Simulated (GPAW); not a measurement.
SnO2:

```
CELL_PARAMETERS angstrom
4.73800 0.00000 0.00000
0.00000 4.73800 0.00000
0.00000 0.00000 3.18650
ATOMIC_POSITIONS crystal
Sn 0.00000 0.00000 0.00000
Sn 0.50000 0.50000 0.50000
O 0.30710 0.30710 0.00000
O 0.19290 0.80710 0.50000
O 0.69290 0.69290 0.00000
O 0.80710 0.19290 0.50000
```

Base run:

```yaml
Program: GPAW 26.7.0
Functional: TB-mBJ
Potentials_or_basis: GPAW PAW data sets for LDA (gpaw-data 1.2.1)
Cutoff: 600 eV
Basis: pw
k_mesh: 6 × 6 × 8
Occupations: fermi-dirac, width 0.05 eV
Spin: no spin polarisation
```

Its results: band gap on the k mesh 3.17 eV, direct.

Q: The run is repeated on the same cell with these changes: functional from TB-mBJ to GLLB-SC; potentials or basis from GPAW PAW data sets for LDA (gpaw-data 1.2.1) to the program's PAW data sets (release 1.2.1) made for this functional. What comes out?

A: Band gap on the k mesh with the derivative discontinuity 3.40 eV.

Caveats: a model potential gives levels but no total energy; spin-orbit coupling is left out, which moves the levels of the heavy elements; the GLLB-SC gap is the Kohn-Sham gap of the path plus the derivative discontinuity (some runs).

A k mesh can miss the band edges.

Not every run made on this cell is shown here.
